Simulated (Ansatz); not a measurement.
Input of an Ansatz 0.2.0 run:

input.yaml

```yaml
crystal:
  lattice:
    - [3.85707, 0.00178, -0.03658]
    - [0.17353, 4.33436, -0.01647]
    - [0.75803, 0.83873, 5.87662]
  atoms:
    - { symbol: H, position: [0.61511, 0.89559, 0.19844] }
    - { symbol: Pb, position: [0.64597, 0.44651, 0.91685] }
    - { symbol: "N", position: [0.71474, 0.2381, 0.50058] }
    - { symbol: O, position: [0.16958, 0.47007, 0.77768] }
    - { symbol: O, position: [0.62919, 0.97045, 0.49845] }
    - { symbol: O, position: [0.56424, 0.92583, 0.03849] }
    - { symbol: O, position: [0.78022, 0.4225, 0.31951] }
hamiltonian:
  xc: pbe0
  pseudopotentials: { kind: paw }
kpoints:
  mp_grid: { grid: [3, 3, 2] }
scf:
  occupations: { method: fermi_dirac, width: 0.05 }
output:
  forces: true
  stress: true
  eigenvalues: true
  write_density: true
  write_potential: true
  elf: true
  volumetric_format: npy
```

Potentials or basis: Ansatz PAW.

The run is started by

```console
$ ansatz run input.yaml --threads 8 --pin off --max-ram 20480MiB --backend cpu --events-out ev --progress --plain --runs-dir out
```

**Question.** What does it give for the band gap on the k mesh?

**Answer.** 1.39 eV, indirect (least direct gap 1.45 eV).

**Question.** What does it give for the largest force?

**Answer.** 1.458 eV/Å.

Forces in eV/Å, atoms in the order of the input:
```
H   -0.197 -0.016 -0.454
Pb   0.037 -0.067 -0.268
N   -0.246 -0.476 -0.299
O   -0.043  0.039  0.744
O    0.437  1.357 -0.306
O    0.328  0.002  0.195
O   -0.316 -0.840  0.387
```

Caveat: the k mesh is coarse (spacing up to 0.55 Å⁻¹), so the values aren't converged, least of all with exact exchange; odd divisions of the mesh miss points on the zone boundary, where band edges often lie, so the gap on the mesh can be too wide; spin-orbit coupling is left out, which as a rule narrows the gap of such compounds by several tenths of an eV; the PAW data sets come from PBE, with cores solved anew for the run's functional, which leaves a small shift of forces and pressure; forces of over 1 eV/Å show positions far from the minimum, so gaps and moduli don't describe the material at rest. A k mesh can miss the band edges.
